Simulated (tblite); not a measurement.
# C5H11Cl2FSi: the cost of one run

Programs: tblite 0.8.0 and PySCF 2.14.0, with density-fitted response routines of our own. Each step states its level of theory. These are calculated values for one molecule in the gas phase, unless marked as measured. Atoms are numbered from 0 throughout.

## (1) The molecule as given

20 atoms, charge 0, multiplicity 1; geometry from: force field or distance geometry start.

Bonds of the start (Å): C0–C1 1.51, C1–Si2 1.86, Si2–C3 1.86, C3–C4 1.52, C3–F5 1.40, C3–C6 1.51, C6–Cl7 1.77, C6–Cl8 1.77, C0–H9 1.09, C0–H10 1.13, C0–H11 1.09, C1–H12 1.08, C1–H13 1.14, Si2–H14 1.47, Si2–H15 1.48, C4–H16 1.11, C4–H17 1.13, C4–H18 1.10, C6–H19 1.10.

## (2) Geometry optimisation with GFN2-xTB

The job: settings as JSON, then the geometry in Å.

```
{"job": {"kind": "relax", "xc": "GFN2-xTB", "basis": "xTB"}, "charge": 0, "multiplicity": 1}
C      3.076800     0.409600    -0.464300
C      1.805100    -0.410800    -0.427800
Si     0.396300     0.490500     0.381800
C     -1.187900    -0.252000    -0.256900
C     -1.863400    -1.153500     0.769100
F     -0.892100    -1.099000    -1.333100
C     -2.127100     0.804300    -0.785900
Cl    -3.617900     0.048400    -1.369000
Cl    -2.537800     1.932100     0.515300
H      3.676300     0.208800     0.423700
H      2.838600     1.510400    -0.559900
H      3.610700     0.115700    -1.368400
H      1.506800    -0.703200    -1.421300
H      2.089700    -1.335900     0.169200
H      0.507100     1.905800     0.019300
H      0.452400     0.370000     1.854900
H     -1.187300    -1.383600     1.619200
H     -2.156800    -2.121900     0.271500
H     -2.785800    -0.674800     1.142200
H     -1.608900     1.349800    -1.592400
```

The run is started by

```console
$ OMP_NUM_THREADS=1 python probes_run.py task.json out
```

One launch serves the whole session: the jobs run in the order shown.

Q: Estimate the wall time and peak memory of this first job on 1 thread of Arm Neoverse V1, shared host.

About 1.4 s, with a peak of 0.18 GiB.
